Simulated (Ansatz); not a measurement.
# IrPdC6N6: the cost of one run

Method: DFT PBE, scalar-relativistic, plane waves, PAW, in Ansatz 0.2.0.

## (1) The starting structure

It takes space group Fm-3m (No. 225, cubic). The conventional cell has a = 10.234 Å, b = 10.234 Å, c = 10.234 Å, α = 90.00°, β = 90.00°, γ = 90.00°. Around Pd (site symmetry m-3m) lie 6 N at 2.03 Å. Ir (site symmetry m-3m) is surrounded by 6 C at 1.92 Å. C (site symmetry 4mm) has 1 N at 1.17 Å and 1 Ir at 1.92 Å in its first shell of neighbours. Around N (site symmetry 4mm) lie 1 C at 1.17 Å and 1 Pd at 2.03 Å.

As a file:

```
CELL_PARAMETERS angstrom
0.00000 5.11700 5.11700
5.11700 0.00000 5.11700
5.11700 5.11700 0.00000
ATOMIC_POSITIONS crystal
Pd 0.50000 0.50000 0.50000
Ir 0.00000 0.00000 0.00000
C 0.81268 0.18732 0.18732
C 0.18732 0.81268 0.18732
C 0.18732 0.18732 0.81268
C 0.18732 0.81268 0.81268
C 0.81268 0.18732 0.81268
C 0.81268 0.81268 0.18732
N 0.69836 0.30164 0.30164
N 0.30164 0.69836 0.30164
N 0.30164 0.30164 0.69836
N 0.30164 0.69836 0.69836
N 0.69836 0.30164 0.69836
N 0.69836 0.69836 0.30164
```

A structure generator made this guess: cyanide-bridged rock-salt net of two metals, 0 guest cations a cell (Fm-3m, No. 225). The dimensions are guesses.

## (2) Probe: one point on a coarse mesh

File input.yaml:

```yaml
crystal:
  lattice:
    - [0.0, 5.117, 5.117]
    - [5.117, 0.0, 5.117]
    - [5.117, 5.117, 0.0]
  atoms:
    - { symbol: Pd, position: [0.5, 0.5, 0.5] }
    - { symbol: Ir, position: [0.0, 0.0, 0.0], spin: 1.0 }
    - { symbol: C, position: [0.81268321, 0.18731679, 0.18731679] }
    - { symbol: C, position: [0.18731679, 0.81268321, 0.18731679] }
    - { symbol: C, position: [0.18731679, 0.18731679, 0.81268321] }
    - { symbol: C, position: [0.18731679, 0.81268321, 0.81268321] }
    - { symbol: C, position: [0.81268321, 0.18731679, 0.81268321] }
    - { symbol: C, position: [0.81268321, 0.81268321, 0.18731679] }
    - { symbol: "N", position: [0.69835841, 0.30164159, 0.30164159] }
    - { symbol: "N", position: [0.30164159, 0.69835841, 0.30164159] }
    - { symbol: "N", position: [0.30164159, 0.30164159, 0.69835841] }
    - { symbol: "N", position: [0.30164159, 0.69835841, 0.69835841] }
    - { symbol: "N", position: [0.69835841, 0.30164159, 0.69835841] }
    - { symbol: "N", position: [0.69835841, 0.69835841, 0.30164159] }
basis:
  ecutwfc: 420
kpoints:
  mp_grid: { grid: [4, 4, 4] }
hamiltonian:
  xc: pbe
scf:
  occupations: { method: gaussian, width: 0.1 }
  lower_state_search: "off"
output:
  forces: true
  stress: true
  eigenvalues: true
  populations: true
magnetization:
  spin_polarized: true
```

Command:

```sh
ansatz run input.yaml --threads 1 --pin off --max-ram 2560MiB --backend cpu --events-out ev --progress --plain --runs-dir out
```

What time and memory should one allow on 1 thread of Intel Xeon at 2.50GHz (Skylake/Cascade Lake), shared host?

About 54 s, with a peak of 0.69 GiB.
